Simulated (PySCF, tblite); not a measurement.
**BH₆NO₂Si, a small molecule taken as a stand-in for a surface group (boron hydroxide): NMR shifts, core binding energies and electronic excitations**

Wanted: the NMR shifts, core binding energies and electronic excitations for `OB(O)N[SiH3]`.

Computed with tblite 0.8.0 and PySCF 2.14.0; each step states its level. No surroundings beyond the atoms listed, unless a continuum is named. Atoms count from 0, parts from 1.

## (1) Starting point

11 atoms, charge 0, multiplicity 1; geometry: distance geometry start.

## (2) Geometry optimisation with GFN2-xTB

What the job is given:

```
{"job": {"kind": "relax", "xc": "GFN2-xTB", "basis": "xTB"}, "charge": 0, "multiplicity": 1}
O      0.777585    -2.240508    -0.161381
B      0.664450    -0.827609     0.401339
O      1.171699    -0.624024     1.796733
N     -0.614050    -0.055917     0.020717
Si    -0.604819     0.766182    -1.603203
H      0.863680    -2.454919    -1.096840
H      1.950315    -1.025735     2.172842
H     -1.502355    -0.471790     0.286594
H     -1.334671    -0.017850    -2.528330
H     -1.193332     2.052124    -1.501838
H      0.757144     0.901552    -2.041983
```

Method: GFN2-xTB geometry optimisation, gas phase.

Command:

```sh
OMP_NUM_THREADS=1 python cluster_run.py task.json out
```

One launch serves the whole session: the jobs run in the order shown.

Output:

```text
step      E/eV     max force
  0    -466.44690    4.071
  1    -467.11222    2.764
  2    -467.64509    1.805
  3    -467.78052    1.128
  4    -467.86859    1.098
  5    -467.96571    1.228
  6    -468.04062    1.210
  7    -468.08190    0.704
  8    -468.12088    0.803
  9    -468.14705    0.719
 10    -468.17509    0.602
 11    -468.19603    0.416
 12    -468.21363    0.360
 13    -468.22811    0.411
 14    -468.23699    0.340
 15    -468.24985    0.434
 16    -468.26818    0.462
 17    -468.29205    0.522
 18    -468.30616    0.410
 19    -468.31775    0.384
 20    -468.32498    0.513
 21    -468.33460    0.484
 22    -468.34652    0.437
 23    -468.36262    0.230
 24    -468.36912    0.307
 25    -468.37358    0.183
 26    -468.37871    0.261
 27    -468.38497    0.211
 28    -468.38926    0.150
 29    -468.39170    0.166
 30    -468.39470    0.255
 31    -468.40011    0.314
 32    -468.40895    0.337
 33    -468.42225    0.381
 34    -468.43854    0.337
 35    -468.45420    0.410
 36    -468.45391    1.080
 37    -468.47157    0.633
 38    -468.47976    0.371
 39    -468.51390    0.451
 40    -468.53395    0.385
 41    -468.54454    0.289
 42    -468.54805    0.378
 43    -468.55397    0.231
 44    -468.55667    0.159
 45    -468.56293    0.205
 46    -468.56601    0.201
 47    -468.57005    0.151
 48    -468.57163    0.080
 49    -468.57241    0.082
 50    -468.57305    0.085
 51    -468.57398    0.087
 52    -468.57538    0.121
 53    -468.57723    0.115
 54    -468.57887    0.089
 55    -468.57987    0.108
 56    -468.58048    0.093
 57    -468.58106    0.077
 58    -468.58180    0.077
 59    -468.58259    0.073
 60    -468.58329    0.106
 61    -468.58390    0.107
 62    -468.58450    0.078
 63    -468.58508    0.062
 64    -468.58551    0.055
 65    -468.58577    0.034
 66    -468.58592    0.043
 67    -468.58602    0.031
 68    -468.58616    0.032
 69    -468.58635    0.042
 70    -468.58652    0.037
 71    -468.58659    0.019
 72    -468.58660    0.009
 73    -468.58661    0.007
```

Run time: 1.4 s. Hardware: 1 thread of AMD EPYC 7R43, shared host.

Step by step:

```
step  energy from step 0 (eV)  largest force (eV/Å)
   0                   0.0000                4.0712
   3                  -1.3336                1.1276
   6                  -1.5937                1.2102
   9                  -1.7001                0.7193
  12                  -1.7667                0.3604
  15                  -1.8029                0.4341
  18                  -1.8593                0.4102
  21                  -1.8877                0.4835
  24                  -1.9222                0.3078
  27                  -1.9381                0.2111
  30                  -1.9478                0.2547
  33                  -1.9753                0.3812
  36                  -2.0070                1.0805
  39                  -2.0670                0.4512
  42                  -2.1011                0.3779
  45                  -2.1160                0.2048
  48                  -2.1247                0.0802
  51                  -2.1271                0.0868
  54                  -2.1320                0.0895
  57                  -2.1342                0.0769
  60                  -2.1364                0.1057
  63                  -2.1382                0.0619
  66                  -2.1390                0.0430
  69                  -2.1394                0.0423
  72                  -2.1397                0.0093
  73                  -2.1397                0.0071
```

Distances of close pairs at the start and the end, largest changes first:

```
   bond  before (Å)  after (Å)  change (Å)
  O0–B1       1.525      1.366      -0.159
  B1–O2       1.499      1.360      -0.139
  B1–N3       1.541      1.425      -0.116
 N3–Si4       1.820      1.726      -0.094
 Si4–H8       1.415      1.471      +0.056
 Si4–H9       1.418      1.461      +0.043
Si4–H10       1.437      1.471      +0.033
  N3–H7       1.016      1.007      -0.010
```

## (3) Optimising the geometry at PBE0-D3(BJ)/def2-SVP

What the job is given:

```
{"job": {"xc": "PBE0", "basis": "def2-SVP", "d3": "d3bj", "grid": 2, "kind": "geom", "shake": 0.01}, "charge": 0, "multiplicity": 1}
O      1.215433    -1.423719     0.103481
B      0.465007    -0.561605     0.892526
O      0.538710    -0.701145     2.235241
N     -0.340220     0.469615     0.372783
Si    -0.745337     0.868127    -1.270857
H      1.100673    -1.248049    -0.841914
H      1.158799    -1.407505     2.503771
H     -0.826667     1.004346     1.086267
H     -1.535112    -0.184685    -1.876861
H     -1.495807     2.123470    -1.182293
H      0.497208     1.032651    -2.011846
```

Output:

```text
step   0  E = -522.67255189  max force = 0.022069
step   1  E = -522.67636926  max force = 0.006096
step   2  E = -522.67658081  max force = 0.002177
step   3  E = -522.67669161  max force = 0.002809
step   4  E = -522.67687020  max force = 0.004701
step   5  E = -522.67706708  max force = 0.004978
step   6  E = -522.67721206  max force = 0.002506
step   7  E = -522.67742891  max force = 0.002343
step   8  E = -522.67759462  max force = 0.003900
step   9  E = -522.67770312  max force = 0.002930
step  10  E = -522.67776309  max force = 0.001328
step  11  E = -522.67779874  max force = 0.001165
step  12  E = -522.67784693  max force = 0.001948
step  13  E = -522.67788811  max force = 0.001138
step  14  E = -522.67790115  max force = 0.000240
optimisation converged
```

Run time: 73 s. Hardware: 1 thread of AMD EPYC 7R43, shared host; peak memory 0.56 GiB.

Step by step:

| step | energy from step 0 (eV) | largest force component (eV/Å) |
| --- | --- | --- |
| 0 | 0.0000 | 1.1348 |
| 1 | -0.1039 | 0.3135 |
| 2 | -0.1096 | 0.1119 |
| 3 | -0.1126 | 0.1444 |
| 4 | -0.1175 | 0.2417 |
| 5 | -0.1229 | 0.2560 |
| 6 | -0.1268 | 0.1289 |
| 7 | -0.1327 | 0.1205 |
| 8 | -0.1372 | 0.2005 |
| 9 | -0.1402 | 0.1507 |
| 10 | -0.1418 | 0.0683 |
| 11 | -0.1428 | 0.0599 |
| 12 | -0.1441 | 0.1002 |
| 13 | -0.1452 | 0.0585 |
| 14 | -0.1456 | 0.0123 |

Distances of close pairs at the start and the end, largest changes first:

| bond | before (Å) | after (Å) | change (Å) |
| --- | --- | --- | --- |
| Si4–H8 | 1.449 | 1.495 | +0.046 |
| Si4–H10 | 1.456 | 1.498 | +0.042 |
| Si4–H9 | 1.465 | 1.495 | +0.030 |
| B1–N3 | 1.408 | 1.436 | +0.028 |
| O0–B1 | 1.389 | 1.369 | -0.020 |
| O2–H6 | 0.978 | 0.962 | -0.016 |
| B1–O2 | 1.352 | 1.366 | +0.014 |
| O0–H5 | 0.968 | 0.962 | -0.007 |

The final coordinates are the input of the step that follows.

```
                         at the end point                value
  point group (found at 0.08 Å tolerance)                   Cs
rotational constants (GHz, main isotopes)  8.819, 2.178, 1.783
                        dipole moment (D)                 0.70
```

## (4) Nuclear shieldings: PBE0/pcSseg-2

What the job is given:

```
{"job": {"kind": "nmr", "xc": "PBE0", "basis": "pcSseg-2"}, "charge": 0, "multiplicity": 1}
O      1.543352    -1.012308     0.131416
B      0.518908    -0.518799     0.893912
O      0.508353    -0.801146     2.230365
N     -0.552661     0.282913     0.374561
Si    -0.850047     0.816660    -1.248301
H      1.481643    -0.772935    -0.798057
H      1.264046    -1.345003     2.471978
H     -1.220068     0.558685     1.089562
H     -2.138951     0.299209    -1.801531
H     -0.867462     2.306301    -1.373900
H      0.273274     0.284753    -2.084596
```

Level: GIAO PBE0/pcSseg-2 NMR shielding, non-relativistic, gas phase.

Output:

```text
coarse grid: 9664 points
cycle   1  E = -522.9031385782  dE =  5.017e-01  |g| = 9.288e-01  |ddm| = 2.260e+00
cycle   2  E = -522.7476573783  dE =  1.555e-01  |g| = 1.311e+00  |ddm| = 1.116e+00
cycle   3  E = -523.0569978007  dE = -3.093e-01  |g| = 6.132e-02  |ddm| = 7.199e-01
cycle   4  E = -523.0573643872  dE = -3.666e-04  |g| = 4.091e-02  |ddm| = 4.136e-02
cycle   5  E = -523.0576819531  dE = -3.176e-04  |g| = 7.992e-03  |ddm| = 2.276e-02
cycle   6  E = -523.0576945521  dE = -1.260e-05  |g| = 8.737e-04  |ddm| = 4.504e-03
cycle   7  E = -523.0576946786  dE = -1.266e-07  |g| = 4.625e-04  |ddm| = 9.565e-04
final grid: 88776 points
cycle   8  E = -523.0577308950  dE = -7.998e-05  |g| = 6.549e-03  |ddm| = 3.256e-02
cycle   9  E = -523.0577201433  dE =  1.075e-05  |g| = 9.797e-03  |ddm| = 7.481e-03
cycle  10  E = -523.0577389298  dE = -1.879e-05  |g| = 4.585e-04  |ddm| = 4.630e-03
cycle  11  E = -523.0577389604  dE = -3.062e-08  |g| = 2.296e-04  |ddm| = 4.149e-04
cycle  12  E = -523.0577389707  dE = -1.029e-08  |g| = 5.911e-05  |ddm| = 1.640e-04
cycle  13  E = -523.0577389712  dE = -5.116e-10  |g| = 1.894e-05  |ddm| = 3.147e-05
converged SCF energy = -523.0577389712

GIAO shielding tensors (ppm)
atom      isotropic    diamagn.    paramagn.     s11        s22        s33       span
  0 O      245.621     388.287    -142.666    175.006    266.038    295.818    120.812
  1 B       77.917     193.504    -115.587     67.383     77.190     89.178     21.796
  2 O      243.332     383.942    -140.609    173.519    268.081    288.398    114.880
  3 N      225.253     324.004     -98.751    186.045    230.172    259.541     73.496
  4 Si     401.090     877.902    -476.812    352.852    389.034    461.383    108.531
  5 H       27.834      34.031      -6.197     19.244     26.077     38.182     18.938
  6 H       28.525      29.969      -1.444     21.661     24.787     39.127     17.466
  7 H       29.820      32.245      -2.425     22.144     28.670     38.647     16.502
  8 H       26.511      28.485      -1.974     23.068     24.625     31.841      8.773
  9 H       26.511      28.473      -1.962     23.076     24.628     31.830      8.754
 10 H       26.616      30.564      -3.948     23.273     26.493     30.082      6.809
```

Run time: 31 s. Hardware: 1 thread of AMD EPYC 7R43, shared host; peak memory 1 GiB.

Shifts follow as δ = σ(reference) − σ, with reference shieldings (ppm) from runs at the same level and on the same kind of geometry: 1H TMS 31.25, 29Si TMS 341.3, 15N NH3 261.7, 17O H2O 328.2, 11B BF3·OEt2 99.1. The references are single molecules in the gas phase, so shifts against H2O, NH3, PH3, H3PO4 or CFCl3 are not on the usual liquid scales and can be off by tens of ppm. Atoms listed in one row are averaged.

```csv
atoms,environment,σ (ppm),δ (ppm)
"H8, H9",hydrogen on a silicon bonded to N,26.51,4.73
H10,hydrogen on a silicon bonded to N,26.62,4.63
H5,hydrogen on an oxygen bonded to B,27.83,3.41
H6,hydrogen on an oxygen bonded to B,28.53,2.72
H7,"hydrogen on a nitrogen bonded to B, Si",29.82,1.42
O2,"oxygen bonded to B, H",243.3,84.8
O0,"oxygen bonded to B, H",245.6,82.5
B1,"boron bonded to N, 2 O",77.9,21.2
N3,"nitrogen bonded to B, Si, H",225.3,36.4
Si4,"silicon bonded to N, 3 H",401.1,-59.8
```

The run also stored atomic charges by several schemes (e):

```
atoms  Mulliken    IAO  Hirshfeld  ESP fit
   O0     -0.44  -0.59      -0.27    -0.76
   B1      0.68   0.55       0.26     0.84
   O2     -0.45  -0.59      -0.27    -0.76
   N3     -0.64  -0.76      -0.30    -0.84
  Si4      0.70   0.77       0.37     0.49
```

Mayer bond orders: O0–B1 1.15, B1–O2 1.18, B1–N3 1.10, N3–Si4 0.95.

[end of part 1 of 2]
